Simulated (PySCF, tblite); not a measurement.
# C2H9B2PS: geometry, infrared bands and NMR shifts

Wanted: the infrared bands and NMR shifts of C2H9B2PS (`CBPBSC`), by calculation.

The runs use tblite 0.8.0 and PySCF 2.14.0, with density-fitted response routines of our own; the level of theory stands in each step. All values are computed, except where a source is named. Atoms are numbered from 0 throughout.

## 1. The starting structure

15 atoms, charge 0, multiplicity 1; geometry from: force field or distance geometry start.

Bonds of the start (Å): C0–B1 1.59, B1–P2 1.95, P2–B3 1.94, B3–S4 1.88, S4–C5 1.80, C0–H6 1.11, C0–H7 1.12, C0–H8 1.11, B1–H9 1.16, P2–H10 1.44, B3–H11 1.19, C5–H12 1.12, C5–H13 1.11, C5–H14 1.10.

## 2. Optimising the geometry with GFN2-xTB

Job settings and geometry (Å):

```
{"job": {"kind": "relax", "xc": "GFN2-xTB", "basis": "xTB"}, "charge": 0, "multiplicity": 1}
C     -3.219100     0.192200     0.104200
B     -2.075500    -0.604000    -0.651800
P     -0.545600    -1.114800     0.440500
B      0.987400    -0.992600    -0.742100
S      2.157800     0.472800    -0.725900
C      3.453600     0.340800     0.512300
H     -4.094200    -0.494100     0.137900
H     -3.425700     1.099900    -0.511600
H     -2.865200     0.474900     1.117500
H     -1.963700    -0.625700    -1.802500
H     -0.434900    -0.258000     1.591700
H      0.836500    -1.545700    -1.783000
H      3.760900     1.387200     0.787800
H      3.069300    -0.202200     1.401800
H      4.353900    -0.134000     0.101300
```

The run is started by

```bash
$ OMP_NUM_THREADS=1 python probes_run.py task.json out
```

One launch serves the whole session: the jobs run in the order shown.

**Question.** This job is followed by: GFN2-xTB harmonic vibrations, gas phase; GIAO PBE0/pcSseg-1 NMR shielding, non-relativistic, gas phase. What will the session give for the following? strongest single infrared mode (GFN2-xTB); zero-point energy (GFN2-xTB); 13C shifts against TMS (PBE0/pcSseg-1); 1H shifts against TMS (PBE0/pcSseg-1, means over atoms taken as alike); 11B shifts against BF3·OEt2 (PBE0/pcSseg-1); 31P shifts against H3PO4 (PBE0/pcSseg-1); 33S shifts against CS2 (PBE0/pcSseg-1).

The runs gave:

```
                                                              quantity                             value
                             strongest single infrared mode (GFN2-xTB)             1113 cm⁻¹, 307 km/mol
                                          zero-point energy (GFN2-xTB)                     68.7 kcal/mol
                                13C shifts against TMS (PBE0/pcSseg-1)                    20.2, 14.9 ppm
1H shifts against TMS (PBE0/pcSseg-1, means over atoms taken as alike)  8.04, 7.41, 4.35, 2.29, 1.24 ppm
                           11B shifts against BF3·OEt2 (PBE0/pcSseg-1)                    78.8, 60.9 ppm
                              31P shifts against H3PO4 (PBE0/pcSseg-1)                         -66.0 ppm
                                33S shifts against CS2 (PBE0/pcSseg-1)                            70 ppm
```

In words: Over 130 steps the energy fell by 1.308 eV; of the close pairs, B1–P2 changed most, 1.948 to 1.827 Å. No mode is imaginary among the 39: a minimum at this level. The strongest single mode, at 1113 cm⁻¹, moves mainly B1 and H9. GFN2-xTB is a fitted tight-binding method: band positions and strengths are rough. Its intensities can rank the bands wrongly. At PBE0/pcSseg-1: The widest tensor belongs to S4: span 401 ppm, with a paramagnetic part of -624 ppm.
